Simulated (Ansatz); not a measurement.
# Br (sc type): a single-point run

The task is a single-point run on Br (sc type).

Program: Ansatz 0.2.0. Level of theory: DFT, LDA, all-electron LAPW, scalar-relativistic. These are calculated values, not measurements.

1 further run of the same task is left out (it didn't finish). Runs told in other sessions of the task aren't counted.

## (1) The starting structure

Symmetry: Pm-3m, No. 221, cubic system. Conventional cell: a = 2.861 Å, b = 2.861 Å, c = 2.861 Å, α = 90.00°, β = 90.00°, γ = 90.00°. Around Br (site symmetry m-3m) lie 6 Br at 2.86 Å.

As a file:

```xyz
1
Lattice="2.8610 0.0000 0.0000 0.0000 2.8610 0.0000 0.0000 0.0000 2.8610" Properties=species:S:1:pos:R:3 pbc="T T T"
Br    0.0000    0.0000    0.0000
```

## (2) The run

Input file input.yaml:

```yaml
crystal:
  lattice:
    - [2.8610383632, 0.0, 0.0]
    - [0.0, 2.8610383632, 0.0]
    - [0.0, 0.0, 2.8610383632]
  atoms:
    - { symbol: br, position: [0.0, 0.0, 0.0] }
kpoints:
  mp_grid: { grid: [12, 12, 12] }
scf:
  occupations: { method: fermi_dirac, width: 0.1 }
  max_iter: 75
hamiltonian:
  xc: lda
  pseudopotentials: { kind: all_electron, lapw: { basis_error: 0.001 } }
output:
  forces: true
  stress: true
  eigenvalues: true
  populations: true
```

The run is started by

```sh
$ ansatz run input.yaml --threads 1 --pin off --max-ram 2048MiB --backend cpu --events-out ev --progress --plain --runs-dir out
```

**Question.** How will this run end, and is anything wrong with its input?

The run ended at the input check. The line that matters: «line 7 column 17: `br` is not an element symbol (H … Og, case-exact)»

One of the atoms is labelled with something that isn't a chemical symbol in the accepted spelling.

What to do: mend the symbol.
